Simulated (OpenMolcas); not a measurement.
# C2H5FSi (SMILES F/C=C/[SiH3]): levels of theory compared

Wanted: a comparison of 6 runs (HF/cc-pVDZ, B3LYP/6-31G*, B2PLYP/cc-pVDZ, BHLYP/cc-pVDZ, MP2/cc-pVDZ, CCSD(T)/cc-pVDZ) of C2H5FSi. 

The calculation is run with OpenMolcas 26.06.

1 further run of the same task is left out (set aside as unsound or not needed).

## (1) Starting point

C2H5FSi has 9 atoms, charge 0, and is taken as a singlet. As SMILES, `F/C=C/[SiH3]`. The coordinates come from a PBE0-D4/def2-TZVP relaxation.

Bond lengths: F1–C2 1.336 Å, C2–C3 1.322 Å, C3–Si4 1.852 Å, C2–H5 1.086 Å, C3–H6 1.087 Å, Si4–H7 1.487 Å, Si4–H8 1.487 Å, Si4–H9 1.487 Å. Some angles: F1–C2–C3 122.8°, C2–C3–Si4 121.1°, F1–C2–H5 111.4°, C3–C2–H5 125.9°, C2–C3–H6 117.6°, Si4–C3–H6 121.3°, C3–Si4–H7 110.8°, C3–Si4–H8 110.8°, C3–Si4–H9 108.6°, H7–Si4–H8 107.9°.

## (2) Energy and gradient at HF/cc-pVDZ (run 1)

Contents of test.input:

```
&GATEWAY
BasLib=$CurrDir
Coord
9
angstrom
F       -1.259900       2.360900       0.506400
C       -0.578300       1.355000      -0.048000
C       -0.336700       0.219900       0.584900
Si       0.614100      -1.145000      -0.228900
H       -0.264200       1.599600      -1.058100
H       -0.716100       0.118100       1.598600
H        1.843700      -1.465600       0.542800
H       -0.206700      -2.381600      -0.316300
H        0.992500      -0.707600      -1.598500
Basis=cc-pVDZ
Group=NoSym
&SEWARD
&SCF
Thresholds=1e-10 1e-07 1e-07 1e-05
PrOrbitals=1 2
&ALASKA
```

The basis set cc-pVDZ is read from a file made from the Basis Set Exchange's data (not shown).

The run is started by

```bash
$ export MOLCAS_MEM=1860
$ pymolcas test.input > test.log
```

Log:

```text
--- Start Module: gateway ---
[...]
--- Stop Module: gateway /rc=_RC_ALL_IS_WELL_ ---
[...]
      Basis functions           85
[...]
--- Start Module: scf ---
[...]
       Convergence after  13 Iterations
[...]
::    Total SCF energy                               -466.9927582825
[...]
      Total spin, S                                     0.0000000000
[...]
      Total electronic charge=   40.000000
      Total            charge=   -0.000000
[...]
      Dipole Moment (debye):
      Origin of the operator (angstrom)=   -0.2115    0.3797    0.1161
                   X=  4.5685E-01               Y= -5.1008E-01               Z= -5.4554E-01           Total=  8.7550E-01
      Quadrupole Moment (debye*angstrom):
[...]
--- Stop Module: scf /rc=_RC_ALL_IS_WELL_ ---
[...]
--- Start Module: alaska ---
[...]
 *              Molecular gradients               *
 **************************************************
  Irreducible representation: a
 ------------------------------------------------------------------------------------------
                              X                       Y                       Z
 ------------------------------------------------------------------------------------------
  F1               -4.34893549838300E-03    6.30138160408222E-03    3.65940971745093E-03
  C2                3.06544334197001E-03   -2.51329464260674E-03   -4.61080812633430E-03
  C3                5.66323330855045E-03   -1.18895163959882E-02   -8.72516646147403E-04
  SI4              -5.14969497710371E-03    8.14357925850828E-03    3.71875370658392E-03
  H5                1.15479818135777E-03    5.08074232387523E-04   -3.30517053785062E-03
  H6               -8.57663157161070E-06   -8.88087759352785E-04    9.69831849474190E-04
  H7               -3.04590760619394E-04    2.66138007447569E-05   -7.82738852471709E-05
  H8                1.45809599998659E-04    2.09335438760672E-04    1.17005795726099E-04
[...]
--- Stop Module: alaska /rc=_RC_ALL_IS_WELL_ ---
[...]
```

It took 10 s on 1 thread of Intel Xeon Platinum 8259CL at 2.50GHz (Skylake/Cascade Lake), shared host; peak memory 0.47 GiB.

## (3) Energy and forces at B3LYP/6-31G(d) (spherical functions) (run 2)

Contents of mol.input:

```
&GATEWAY
  BasLib=$CurrDir
  Coord
  9
  angstrom
  F       -1.259900       2.360900       0.506400
  C       -0.578300       1.355000      -0.048000
  C       -0.336700       0.219900       0.584900
  Si       0.614100      -1.145000      -0.228900
  H       -0.264200       1.599600      -1.058100
  H       -0.716100       0.118100       1.598600
  H        1.843700      -1.465600       0.542800
  H       -0.206700      -2.381600      -0.316300
  H        0.992500      -0.707600      -1.598500
  Basis=6-31Gs
  Group=NoSym

&SEWARD
  GridInput
  Grid=UltraFine
  End of Grid

&SCF
  KSDFT=B3LYP
  Thresholds=1e-10 1e-07 1e-07 1e-05
  PrOrbitals=1 1

&ALASKA
```

The basis set 6-31G* is read from a file made from the Basis Set Exchange's data (not shown).

The run is started by

```bash
$ export MOLCAS_MEM=1860
$ pymolcas mol.input > mol.log
```

Log:

```text
--- Start Module: gateway ---
[...]
--- Stop Module: gateway /rc=_RC_ALL_IS_WELL_ ---
[...]
      Basis functions           70
[...]
--- Start Module: scf ---
[...]
       Convergence after  14 Iterations
[...]
::    Total KS-DFT energy                            -468.5151104244
[...]
      Total spin, S                                     0.0000000000
[...]
      Total electronic charge=   40.000000
      Total            charge=   -0.000000
[...]
      Dipole Moment (debye):
      Origin of the operator (angstrom)=   -0.2115    0.3797    0.1161
                   X=  2.3498E-01               Y= -2.1605E-01               Z= -3.2958E-01           Total=  4.5882E-01
      Quadrupole Moment (debye*angstrom):
[...]
--- Stop Module: scf /rc=_RC_ALL_IS_WELL_ ---
[...]
--- Start Module: alaska ---
[...]
 *              Molecular gradients               *
 **************************************************
  Irreducible representation: a
 ------------------------------------------------------------------------------------------
                              X                       Y                       Z
 ------------------------------------------------------------------------------------------
  F1                4.59323639137565E-03   -7.34460897341549E-03   -3.13447713380643E-03
  C2               -4.62925924209601E-04   -4.76380368599472E-03    6.19838811861673E-03
  C3               -1.70214406911051E-03    7.63781119942752E-03   -4.10040049774540E-03
  SI4              -1.20597191224725E-03    3.09340412426096E-03   -3.14274848091767E-04
  H5               -4.44104838348780E-04   -2.38829785180084E-04    1.30732354966323E-03
  H6                6.20728245543267E-04   -6.74001316046668E-05   -1.40681409575549E-03
  H7               -8.44408463977597E-04    6.10758048032567E-04    3.16664960288593E-04
  H8               -2.28014620663242E-04    8.67713377881163E-04    5.81000567168310E-04
[...]
--- Stop Module: alaska /rc=_RC_ALL_IS_WELL_ ---
[...]
```

It took 35 s on 1 thread of Intel Xeon Platinum 8259CL at 2.50GHz (Skylake/Cascade Lake), shared host; peak memory 0.42 GiB.

Runs 3 to 4 aren't shown in full; the table further down has their settings and results.

## (4) The energy at MP2/cc-pVDZ (run 5)

Contents of mol.inp:

```
&GATEWAY
 BASLIB=$CurrDir
 BASISSET
 F.cc-pVDZ....
 F1 -1.259900 2.360900 0.506400 angstrom
 End of Basis
 BASISSET
 C.cc-pVDZ....
 C2 -0.578300 1.355000 -0.048000 angstrom
 C3 -0.336700 0.219900 0.584900 angstrom
 End of Basis
 BASISSET
 Si.cc-pVDZ....
 Si4 0.614100 -1.145000 -0.228900 angstrom
 End of Basis
 BASISSET
 H.cc-pVDZ....
 H5 -0.264200 1.599600 -1.058100 angstrom
 H6 -0.716100 0.118100 1.598600 angstrom
 H7 1.843700 -1.465600 0.542800 angstrom
 H8 -0.206700 -2.381600 -0.316300 angstrom
 H9 0.992500 -0.707600 -1.598500 angstrom
 End of Basis

&SEWARD

&SCF
 THRESHOLDS=1e-10 1e-07 1e-07 1e-05
 PRORBITALS=1 2

&MBPT2
 FROZEN=8
```

The basis set cc-pVDZ is read from a file made from the Basis Set Exchange's data (not shown).

The run is started by

```bash
$ export MOLCAS_MEM=1860
$ pymolcas mol.inp > mol.log
```

Log:

```text
--- Start Module: gateway ---
[...]
--- Stop Module: gateway /rc=_RC_ALL_IS_WELL_ ---
[...]
      Basis functions           85
[...]
--- Start Module: scf ---
[...]
       Convergence after  13 Iterations
[...]
::    Total SCF energy                               -466.9927582825
[...]
      Total spin, S                                     0.0000000000
[...]
      Total electronic charge=   40.000000
      Total            charge=   -0.000000
[...]
      Dipole Moment (debye):
      Origin of the operator (angstrom)=   -0.2115    0.3797    0.1161
                   X=  4.5685E-01               Y= -5.1008E-01               Z= -5.4554E-01           Total=  8.7550E-01
      Quadrupole Moment (debye*angstrom):
[...]
--- Stop Module: scf /rc=_RC_ALL_IS_WELL_ ---
[...]
--- Start Module: mbpt2 ---
[...]
WARNING!
Default frozen orbitals as non valence orbitals is overwritten by user input.
Default values:   5
[...]
       Reference weight ( Cref**2 )         =        0.84833
::    Total MBPT2 energy                             -467.5443481756
[...]
      Total MBPT2 calculations                           0.31      0.35
--- Stop Module: mbpt2 /rc=_RC_ALL_IS_WELL_ ---
[...]
```

It took 8.4 s on 1 thread of Intel Xeon Platinum 8259CL at 2.50GHz (Skylake/Cascade Lake), shared host; peak memory 0.47 GiB.

## (5) A single-point energy at CCSD(T)/cc-pVDZ (run 6)

Contents of job.input:

```
>>> EXPORT MOLCAS_PRINT=2
&GATEWAY
BasLib = $CurrDir
BasisSet
F.cc-pVDZ....
F1 -1.259900 2.360900 0.506400 angstrom
End of Basis
BasisSet
C.cc-pVDZ....
C2 -0.578300 1.355000 -0.048000 angstrom
C3 -0.336700 0.219900 0.584900 angstrom
End of Basis
BasisSet
Si.cc-pVDZ....
Si4 0.614100 -1.145000 -0.228900 angstrom
End of Basis
BasisSet
H.cc-pVDZ....
H5 -0.264200 1.599600 -1.058100 angstrom
H6 -0.716100 0.118100 1.598600 angstrom
H7 1.843700 -1.465600 0.542800 angstrom
H8 -0.206700 -2.381600 -0.316300 angstrom
H9 0.992500 -0.707600 -1.598500 angstrom
End of Basis
&SEWARD
&SCF
Thresholds = 1e-10 1e-07 1e-07 1e-05
PrOrbitals = 1 1
&RASSCF
FileOrb = $Project.ScfOrb
Spin = 1
Nactel = 0 0 0
Inactive = 20
Ras2 = 0
OutOrbitals = Canonical
OrbListing = NoCore
&MOTRA
JobIph
Frozen = 8
&CCSDT
CCT
Triples = 2
Iterations = 80
Accuracy = 1e-08
Extrapolation = 5 4
```

The basis set cc-pVDZ is read from a file made from the Basis Set Exchange's data (not shown).

The run is started by

```bash
$ export MOLCAS_MEM=1860
$ pymolcas job.input > job.log
```

Log:

```text
--- Start Module: gateway ---
[...]
--- Stop Module: gateway /rc=_RC_ALL_IS_WELL_ ---
[...]
      Basis functions           85
[...]
       Convergence after  13 Iterations
[...]
::    Total SCF energy                               -466.9927582825
[...]
      Total spin, S                                     0.0000000000
[...]
      Number of active orbitals                  0
[...]
      Spin quantum number                      0.0
[...]
      Active orbitals                            0
[...]
      Number of CSFs                             1
[...]
      Number of root(s) required                 1
[...]
      Convergence after  4 iterations
[...]
      Natural orbitals and occupation numbers for root  1
      ************************************************************************************************************************
      *                                                    Final results                                                     *
      ************************************************************************************************************************
[...]
::    RASSCF root number  1 Total energy:   -466.99275828
[...]
      Total electronic charge=   40.000000
      Total            charge=   -0.000000
[...]
      Dipole Moment (debye):
      Origin of the operator (angstrom)=   -0.2115    0.3797    0.1161
                   X=  4.5685E-01               Y= -5.1008E-01               Z= -5.4554E-01           Total=  8.7550E-01
      Quadrupole Moment (debye*angstrom):
[...]
--- Start Module: motra ---
[...]
      *** WARNING: Default frozen orbitals is overwritten by user input.
      *** Default values:   5
[...]
--- Stop Module: motra /rc=_RC_ALL_IS_WELL_ ---
[...]
--- Start Module: ccsdt ---
[...]
      Convergence after                    16  Iterations
      Total energy (diff) :    -467.58900772       0.00000000
[...]
 METHOD                       : CCSD+T(CCSD)+<T3(1)WT1> = CCSD(T)
[...]
       CCSD     =      -467.5890077154215
[...]
--- Stop Module: ccsdt /rc=_RC_ALL_IS_WELL_ ---
[...]
```

Run time: 67 s. Hardware: 1 thread of Intel Xeon Platinum 8259CL at 2.50GHz (Skylake/Cascade Lake), shared host; peak memory 0.47 GiB.

## (6) All runs side by side

```
run                               level  integration grid      task  energy (Eh)  dipole moment (D) of the reference  HOMO energy (eV)  LUMO energy (eV)  wall time
  1                          HF/cc-pVDZ                 –  gradient  -466.992758                                0.88            -10.44              3.91       10 s
  2  B3LYP/6-31G* (spherical functions)         UltraFine  gradient  -468.515110                                0.46             -7.28             -0.01       35 s
  3                      B2PLYP/cc-pVDZ         UltraFine    energy  -468.228713                                0.70             -8.69              1.49       35 s
  4                       BHLYP/cc-pVDZ         UltraFine  gradient  -468.435017                                0.72             -8.76              1.15       46 s
  5                         MP2/cc-pVDZ                 –    energy  -467.544348                                0.88            -10.44              3.91      8.4 s
  6                     CCSD(T)/cc-pVDZ                 –    energy  -467.605930                                0.88            -10.44              3.91       67 s
```

## (7) Outcome

```
                                          quantity          value
                               run 6: total energy  -467.60593 Eh
         run 6: dipole moment (mean-field density)         0.88 D
        run 6: HOMO energy (Hartree–Fock orbitals)      -10.44 eV
        run 6: LUMO energy (Hartree–Fock orbitals)        3.91 eV
      run 6: HOMO–LUMO gap (Hartree–Fock orbitals)       14.36 eV
run 6: correlation energy (8 core orbitals frozen)     -613.2 mEh
                             run 6: (T) correction     -16.92 mEh
```

What this shows: Below the HF energy at the same shape and in the same basis (cc-pVDZ): MP2 -551.6 mEh; CCSD(T) -613.2 mEh. Over runs 1, 2, 3, 4 the dipole moment (its size) runs from 0.46 D (B3LYP/6-31G*) to 0.88 D (HF/cc-pVDZ). The two ends differ in method and basis. Over runs 1, 2, 3, 4 the HOMO–LUMO gap runs from 7.27 eV (B3LYP/6-31G*) to 14.36 eV (HF/cc-pVDZ). For B2PLYP the log adds the whole second-order term; the table takes 0.27 of it, as the functional is defined. Totals of different functionals can't be ranked against each other. All runs together took 3.4 min, the longest 67 s.
